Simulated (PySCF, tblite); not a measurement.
# C₅H₁₆N₂Si: geometry, infrared bands and NMR shifts

Aim: predict the infrared bands and NMR shifts of C₅H₁₆N₂Si (`CCCN(N)[SiH](C)C`).

Computed with tblite 0.8.0 and PySCF 2.14.0, with density-fitted response routines of our own, on a single molecule in the gas phase. Atoms are numbered from 0 throughout.

### 1 The molecule as given

24 atoms, charge 0, multiplicity 1; geometry from: force field or distance geometry start.

Bonds of the start (Å): C0–C1 1.51, C1–C2 1.49, C2–N3 1.44, N3–N4 1.38, N3–Si5 1.77, Si5–C6 1.85, Si5–C7 1.86, C0–H8 1.12, C0–H9 1.12, C0–H10 1.12, C1–H11 1.11, C1–H12 1.13, C2–H13 1.10, C2–H14 1.12, N4–H15 1.06, N4–H16 1.06, Si5–H17 1.46, C6–H18 1.10, C6–H19 1.11, C6–H20 1.13, C7–H21 1.12, C7–H22 1.10, C7–H23 1.12.

### 2 Relaxing the molecule with GFN2-xTB

The job: settings as JSON, then the geometry in Å.

```
{"job": {"kind": "relax", "xc": "GFN2-xTB", "basis": "xTB"}, "charge": 0, "multiplicity": 1}
C      2.338600    -1.000500     1.303900
C      2.427000     0.262600     0.486500
C      1.117000     0.949700     0.276800
N      0.241500     0.055400    -0.431200
N      0.727800    -0.359900    -1.656500
Si    -1.465500     0.534100    -0.468500
C     -2.251600     0.704900     1.198600
C     -2.374200    -0.789800    -1.405800
H      3.266400    -1.119500     1.920400
H      2.290200    -1.936200     0.689400
H      1.471900    -0.983700     2.015500
H      2.937800     0.006200    -0.469700
H      3.152100     0.916800     1.045400
H      1.297300     1.912200    -0.231900
H      0.653400     1.137800     1.278400
H      0.450400    -1.381700    -1.726300
H      0.276900     0.171400    -2.451700
H     -1.677400     1.776400    -1.213800
H     -3.264300     0.274900     1.134400
H     -1.621000     0.280600     2.006700
H     -2.398000     1.804500     1.386600
H     -2.064800    -1.758100    -0.931200
H     -2.058500    -0.736200    -2.455200
H     -3.485000    -0.702300    -1.293200
```

Started as:

```sh
> OMP_NUM_THREADS=1 python probes_run.py task.json out
```

This one command runs all jobs of the session in turn.

**Question.** This job is followed by: GFN2-xTB harmonic vibrations, gas phase; GIAO PBE0/pcSseg-1 NMR shielding, non-relativistic, gas phase. What will the session give for the following? strongest single infrared mode (GFN2-xTB); zero-point energy (GFN2-xTB); ¹³C shifts against TMS (PBE0/pcSseg-1, means over atoms taken as alike); ¹H shifts against TMS (PBE0/pcSseg-1, means over atoms taken as alike); ¹⁵N shifts against NH3 (PBE0/pcSseg-1); ²⁹Si shifts against TMS (PBE0/pcSseg-1); surface potential, 1st and 99th percentile.

As calculated:

| quantity | value |
| --- | --- |
| strongest single infrared mode (GFN2-xTB) | 2083 cm⁻¹, 398 km/mol |
| zero-point energy (GFN2-xTB) | 130.2 kcal/mol |
| ¹³C shifts against TMS (PBE0/pcSseg-1, means over atoms taken as alike) | 56.1, 22.8, 13.3, -2.0 ppm |
| ¹H shifts against TMS (PBE0/pcSseg-1, means over atoms taken as alike) | 5.03, 2.68, 2.66, 1.65, 0.94, 0.12 ppm |
| ¹⁵N shifts against NH3 (PBE0/pcSseg-1) | 76.9, 65.8 ppm |
| ²⁹Si shifts against TMS (PBE0/pcSseg-1) | -13.9 ppm |
| surface potential, 1st and 99th percentile | -1.23 V and 1.28 V |

In words: The optimisation took 140 steps and gained 0.806 eV; among the close pairs (by a distance rule), N4–H15 changed most, from 1.061 to 1.015 Å. No mode is imaginary among the 66: a minimum at this level. The strongest single mode, at 2083 cm⁻¹, moves mainly H17. GFN2-xTB is a fitted tight-binding method: band positions and strengths are rough. Its intensities can rank the bands wrongly. At PBE0/pcSseg-1: The largest span, 108 ppm, is at N4, where the paramagnetic term is -122 ppm.
